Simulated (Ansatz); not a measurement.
# B2Cl2F2H2O2: small, medium and large basis sets

How large a basis does B2Cl2F2H2O2 need? Two functionals are run in growing sets.

Program: Ansatz 0.2.0, Gaussian basis. Level of theory: one geometry, several basis sets. These are calculated values, not measurements.

Plan: PBE0-D4/def2-SVP; ωB97M-V/def2-SVP; PBE0-D4/def2-QZVPP; ωB97M-V/def2-QZVPP; the functionals' def2-TZVPP values are taken from earlier runs.

### Step 1. The geometry

All runs share one geometry, relaxed beforehand with PBE0-D4 in a triple-zeta def2 set.

10 atoms, charge 0, spin multiplicity 1.

Atoms are counted from 1 here; the program's logs count them from 0.

Bond lengths: F1–B2 1.348 Å, B2–Cl3 1.782 Å, B2–O4 1.547 Å, B2–O8 1.547 Å, O4–B5 1.542 Å, O4–H9 0.964 Å, B5–F6 1.330 Å, B5–Cl7 1.809 Å, B5–O8 1.542 Å, O8–H10 0.964 Å. Angles: F1–B2–Cl3 116.4°, F1–B2–O4 111.2°, F1–B2–O8 111.2°, Cl3–B2–O4 113.1°, Cl3–B2–O8 113.1°, O4–B2–O8 88.5°, B2–O4–B5 90.8°, B2–O4–H9 114.4°, B5–O4–H9 115.3°, O4–B5–F6 112.1°, O4–B5–Cl7 112.3°, O4–B5–O8 88.9°, F6–B5–Cl7 116.1°, F6–B5–O8 112.1°, Cl7–B5–O8 112.3°, B2–O8–B5 90.8°, B2–O8–H10 114.4°, B5–O8–H10 115.3°.

Coordinates:

```csv
atom,x (Å),y (Å),z (Å)
F1,-1.93890,-0.26593,-0.26683
B2,-0.95011,0.39946,0.36257
Cl3,-1.45265,1.65697,1.52115
O4,0.11998,0.88979,-0.64066
B5,1.08527,-0.22394,-0.18834
F6,2.22921,0.26644,0.28091
Cl7,1.22845,-1.54791,-1.41284
O8,0.09928,-0.57725,0.94287
H9,-0.15210,0.84942,-1.56500
H10,-0.18524,-1.49835,0.96916
```

### Step 2. PBE0-D4 in def2-SVP

The input, in.yaml:

```yaml
crystal:
  periodic: [false, false, false]
  atoms:
    - {symbol: F, position_ang: [-1.938896, -0.265928, -0.266826]}
    - {symbol: B, position_ang: [-0.950112, 0.399458, 0.362575]}
    - {symbol: Cl, position_ang: [-1.452648, 1.656969, 1.521149]}
    - {symbol: O, position_ang: [0.119981, 0.889788, -0.640656]}
    - {symbol: B, position_ang: [1.085272, -0.223939, -0.188344]}
    - {symbol: F, position_ang: [2.229210, 0.266438, 0.280910]}
    - {symbol: Cl, position_ang: [1.228450, -1.547910, -1.412843]}
    - {symbol: O, position_ang: [0.099277, -0.577251, 0.942872]}
    - {symbol: H, position_ang: [-0.152095, 0.849420, -1.564996]}
    - {symbol: H, position_ang: [-0.185240, -1.498346, 0.969161]}
basis:
  gaussian: {orbitals: def2-SVP}
hamiltonian: {xc: pbe0, dispersion: d4}
output: {orbitals: {seedname: orbitals}}
```

Launch:

```console
$ ansatz run in.yaml --threads 8 --pin off --events-out ev --progress --plain --max-ram 18278MiB
```

The runs that follow: ωB97M-V in def2-SVP; PBE0-D4 in def2-QZVPP; ωB97M-V in def2-QZVPP.

Q: Predict the results of all the runs planned. Wanted: PBE0-D4: double and triple zeta above quadruple; ωB97M-V: double and triple zeta above quadruple.

**Answer**, as computed:

| quantity | value |
| --- | --- |
| PBE0-D4: double and triple zeta above quadruple | 22.66, 1.29 eV |
| ωB97M-V: double and triple zeta above quadruple | 22.66, 1.20 eV |

What this shows: For PBE0-D4 the step from double to triple zeta gains 21.37 eV and the next only 1.29 eV. Total energies overstate the basis error of differences, where much of it tends to cancel. The LUMO of ωB97M-V is positive and keeps falling with the basis (2.25 to 0.88 eV): an unbound level that the basis holds in place.
